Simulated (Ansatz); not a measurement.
**CH6AlFGe: how energies converge with the basis set**

The task here is to estimate one member of a computed series from the others.

Computed with Ansatz 0.2.0, Gaussian basis. Level: one geometry, several basis sets.

The runs, in order: PBE0-D4/def2-SVP; ωB97M-V/def2-SVP; PBE0-D4/def2-QZVPP; ωB97M-V/def2-QZVPP; the functionals' def2-TZVPP values are taken from earlier runs.

### The geometry

An earlier PBE0-D4 in a triple-zeta def2 set relaxation fixed the geometry.

10 atoms, charge 0, spin multiplicity 1.

Atoms are counted from 1 here; the program's logs count them from 0.

Bond lengths: F1–Al2 1.653 Å, Al2–C3 1.931 Å, Al2–H5 1.577 Å, C3–Ge4 1.961 Å, C3–H6 1.095 Å, C3–H7 1.094 Å, Ge4–H8 1.542 Å, Ge4–H9 1.539 Å, Ge4–H10 1.539 Å. Angles: F1–Al2–C3 118.1°, F1–Al2–H5 116.5°, C3–Al2–H5 125.4°, Al2–C3–Ge4 114.2°, Al2–C3–H6 109.9°, Al2–C3–H7 110.6°, Ge4–C3–H6 107.0°, Ge4–C3–H7 106.9°, H6–C3–H7 108.1°, C3–Ge4–H8 110.0°, C3–Ge4–H9 110.0°, C3–Ge4–H10 111.0°, H8–Ge4–H9 108.3°, H8–Ge4–H10 108.5°, H9–Ge4–H10 109.0°.

Set-up of the first run:

Contents of in.yaml:

```yaml
crystal:
  periodic: [false, false, false]
  atoms:
    - {symbol: F, position_ang: [-1.305600, 0.169180, 2.571906]}
    - {symbol: Al, position_ang: [-1.479717, 0.408835, 0.945715]}
    - {symbol: C, position_ang: [0.102250, 0.800650, -0.090534]}
    - {symbol: Ge, position_ang: [1.074807, -0.788189, -0.701711]}
    - {symbol: H, position_ang: [-2.940477, 0.269649, 0.366802]}
    - {symbol: H, position_ang: [-0.169275, 1.372361, -0.983853]}
    - {symbol: H, position_ang: [0.806531, 1.399596, 0.494935]}
    - {symbol: H, position_ang: [0.126772, -1.714870, -1.488822]}
    - {symbol: H, position_ang: [1.619656, -1.569410, 0.506854]}
    - {symbol: H, position_ang: [2.248152, -0.399003, -1.618293]}
basis:
  gaussian: {orbitals: def2-SVP}
hamiltonian: {xc: pbe0, dispersion: d4}
output: {orbitals: {seedname: orbitals}}
```

Command:

```
> ansatz run in.yaml --threads 4 --pin off --events-out ev --progress --plain --max-ram 10444MiB
```

Among the steps run: PBE0-D4 in def2-SVP; ωB97M-V in def2-SVP; PBE0-D4 in def2-QZVPP; ωB97M-V in def2-QZVPP.

One table of the session follows, with a row left open; its other results are not shown here.

It belongs to the step «Density functionals: the series». 

```
functional       basis  HOMO (eV)
   PBE0-D4    def2-SVP      -8.18
   PBE0-D4  def2-TZVPP      -8.20
   PBE0-D4  def2-QZVPP      -8.21
   ωB97M-V    def2-SVP     -10.30
   ωB97M-V  def2-TZVPP     -10.36
   ωB97M-V  def2-QZVPP          ?
```

Estimate the missing values for ωB97M-V, def2-QZVPP.

**Answer.** HOMO (eV): -10.37. In the column «HOMO (eV)» it is the lowest.
